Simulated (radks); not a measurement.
# Gd⁷⁺ in [Kr] 4d10 4f4 5s2 5p3 6s2: an all-electron calculation

The task here is to estimate one member of a computed series from the others.

Program: radks (a radial shooting solver on a logarithmic mesh, Libxc functionals) version 1. Level of theory: non-relativistic Kohn-Sham, OLYP, spin-unpolarised, spherical densities, point nucleus. These are calculated values, not measurements, unless marked.

## Starting point

| Item | Value |
| --- | --- |
| element | gadolinium (Z = 64) |
| charge | +7 |
| electrons | 57 |
| configuration | [Kr] 4d10 4f4 5s2 5p3 6s2 |

Outer shells as boxes (Hund's rule):

Gd⁷⁺
```
[Kr] core
4d [↑↓][↑↓][↑↓][↑↓][↑↓]
4f [↑ ][↑ ][↑ ][↑ ][  ][  ][  ]
5s [↑↓]
5p [↑ ][↑ ][↑ ]
6s [↑↓]
```

Set-up of the first run:

Settings of this run:

```text
Z 64
configuration [Kr] 4d10 4f4 5s2 5p3 6s2 5d0 6p0
relativity non-relativistic
functional optx,lyp
spin unpolarised
nucleus point
```

One table of the session follows, with a row left open; its other results are not shown here.

It belongs to the step «Shells». From the orbitals of this run (lengths in bohr):

```
level      <r>  outermost maximum (interpolated)  90 % within  nodes
   1s  0.02371                            0.0157       0.0421      0
   2s   0.1009                            0.0861        0.155      1
   2p  0.08559                            0.0670        0.138      0
   3s   0.2604                             0.240        0.380      2
   3p   0.2502                             0.227        0.373      1
   3d   0.2220                             0.181        0.345      0
   4s   0.5808                             0.544        0.831      3
   4p   0.5924                             0.549        0.857      2
   4d   0.6185                             0.553        0.921      1
   5s    1.252                              1.18         1.76      4
   4f        ?                                 ?            ?      ?
   5p    1.334                              1.25         1.89      3
   5d    1.548                              1.42         2.23      2
   6s    2.397                              2.36         3.32      5
   6p    2.578                              2.52         3.59      4
```

Estimate the missing values for 4f.

As computed: <r>: 0.6907; outermost maximum (interpolated): 0.528; 90 % within: 1.10; nodes: 0. In the column «<r>» it lies between 4d (0.6185) and 5s (1.252).
